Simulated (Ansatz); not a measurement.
# Si3N2: the cost of one run

Program: Ansatz 0.2.0. Level of theory: DFT PBE, scalar-relativistic, plane waves, PAW, unless a step names another level. These are calculated values, not measurements.

**1. The system as given**

Symmetry: Cmc2_1, No. 36, orthorhombic system. The conventional cell has a = 11.352 Å, b = 5.300 Å, c = 4.670 Å, α = 90.00°, β = 90.00°, γ = 90.00°. Around Si (site symmetry 1) lie 3 N at 1.74 to 1.77 Å. Around Si (site symmetry m) lie 4 Si at 2.37 to 2.63 Å. Around N (site symmetry 1) lie 3 Si at 1.74 to 1.77 Å.

Coordinates:

```
Si N
1.0
     5.67603   -2.64991    0.00000
     5.67603    2.64991    0.00000
     0.00000    0.00000    4.66997
Si N
6 4
Direct
  0.64664 0.99088 0.27898
  0.00912 0.35336 0.27898
  0.99088 0.64664 0.77898
  0.35336 0.00912 0.77898
  0.38659 0.61341 0.70797
  0.61341 0.38659 0.20797
  0.33730 0.07543 0.14353
  0.92457 0.66270 0.14353
  0.07543 0.33730 0.64353
  0.66270 0.92457 0.64353
```

It came out lowest among 33 distinct ends of the trial cells. At a tolerance of 0.02 Å it has space group Cmc2_1 (No. 36).

**2. Tight relaxation for the response runs, on the response runs' mesh and smearing**

File input.yaml:

```yaml
crystal:
  lattice:
    - [5.6760281714, -2.6499088876, 0.0]
    - [5.6760281714, 2.6499088876, 0.0]
    - [0.0, 0.0, 4.6699690482]
  atoms:
    - { symbol: Si, position: [0.6466420019, 0.9908808718, 0.2789823506] }
    - { symbol: Si, position: [0.0091191282, 0.3533579981, 0.2789823506] }
    - { symbol: Si, position: [0.9908808718, 0.6466420019, 0.7789823506] }
    - { symbol: Si, position: [0.3533579981, 0.0091191282, 0.7789823506] }
    - { symbol: Si, position: [0.3865857753, 0.6134142247, 0.7079686847] }
    - { symbol: Si, position: [0.6134142247, 0.3865857753, 0.2079686847] }
    - { symbol: "N", position: [0.337303223, 0.0754282525, 0.1435333071] }
    - { symbol: "N", position: [0.9245717475, 0.662696777, 0.1435333071] }
    - { symbol: "N", position: [0.0754282525, 0.337303223, 0.6435333071] }
    - { symbol: "N", position: [0.662696777, 0.9245717475, 0.6435333071] }
basis:
  ecutwfc: 420
kpoints:
  mp_grid: { grid: [6, 6, 6] }
hamiltonian:
  xc: pbe
scf:
  occupations: { method: fixed }
output:
  forces: true
  stress: true
  eigenvalues: true
relax:
  adjacent_minimum: "off"
  f_tol: 0.001
  max_steps: 60
  cell: { stress_tol: 0.01 }
```

Run with:

```bash
$ ansatz run input.yaml --threads 3 --pin off --max-ram 7680MiB --backend cpu --events-out ev --progress --plain --runs-dir out
```

Q: Estimate wall time and peak memory on 3 threads of Arm Neoverse V1, shared host.

About 44 s, with a peak of 0.51 GiB.
